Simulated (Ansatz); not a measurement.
# Zr3Ag: the cost of one run

Program: Ansatz 0.2.0. Level of theory: DFT LDA, scalar-relativistic. These are calculated values, not measurements.

**1. The starting structure**

The structure is tetragonal, space group P4/mmm (No. 123). The conventional cell has a = 4.566 Å, b = 4.566 Å, c = 3.986 Å, α = 90.00°, β = 90.00°, γ = 90.00°. Zr (site symmetry 4/mmm) has 8 Zr at 3.03 Å and 4 Ag at 3.23 Å as nearest neighbours. Zr (site symmetry mmm) is surrounded by 8 Zr at 3.03 to 3.23 Å and 4 Ag at 3.03 Å. Ag (site symmetry 4/mmm) is surrounded by 12 Zr at 3.03 to 3.23 Å.

Coordinates:

```cif
data_structure
_symmetry_space_group_name_H-M 'P4/mmm'
_symmetry_Int_Tables_number 123
_cell_length_a 4.5660
_cell_length_b 4.5660
_cell_length_c 3.9860
_cell_angle_alpha 90.000
_cell_angle_beta 90.000
_cell_angle_gamma 90.000
_cell_volume 83.10
loop_
_atom_site_label
_atom_site_type_symbol
_atom_site_symmetry_multiplicity
_atom_site_Wyckoff_symbol
_atom_site_fract_x
_atom_site_fract_y
_atom_site_fract_z
_atom_site_occupancy
Zr1 Zr 1 c 0.50000 0.50000 0.00000 1
Zr2 Zr 2 e 0.00000 0.50000 0.50000 1
Ag1 Ag 1 a 0.00000 0.00000 0.00000 1
```

The file gives the conventional cell by its symmetry; the runs use the cell typed in the input.

Atoms are numbered in the order of the input: Zr1, Zr2, Zr3, Ag4.

**2. After the deformation**

Space group P4/mmm before, P4/mmm after.

**3. Full-potential LAPW**

Contents of input.yaml:

```yaml
crystal:
  lattice:
    - [4.566, 0.0, 0.0]
    - [0.0, 4.566, 0.0]
    - [0.0, 0.0, 3.94614]
  atoms:
    - { symbol: Zr, position: [0.5, 0.5, 0.0] }
    - { symbol: Zr, position: [0.0, 0.5, 0.5] }
    - { symbol: Zr, position: [0.5, 0.0, 0.5] }
    - { symbol: Ag, position: [0.0, 0.0, 0.0] }
kpoints:
  mp_grid: { grid: [7, 7, 8] }
  band_path:
    path:
      - [0.0, 0.0, 0.0]
      - [0.0, 0.5, 0.0]
      - [0.5, 0.5, 0.0]
      - [0.0, 0.0, 0.0]
      - [0.0, 0.0, 0.5]
      - [0.0, 0.5, 0.5]
      - [0.5, 0.5, 0.5]
      - [0.0, 0.0, 0.5]
      - [0.0, 0.5, 0.0]
    npoints: 5
scf:
  occupations: { method: fermi_dirac, width: 0.05 }
hamiltonian:
  xc: lda
  pseudopotentials: { kind: all_electron, lapw: { basis_error: 0.001 } }
output:
  forces: true
  stress: true
  eigenvalues: true
```

On the command line:

```bash
$ ansatz run input.yaml --threads 1 --pin off --max-ram 4096MiB --backend cpu --events-out ev --progress --plain --runs-dir out
```

Q: Estimate wall time and peak memory on 1 thread of Intel Xeon 6975P-C (Granite Rapids), shared host.

About 43 s, with a peak of 0.65 GiB.
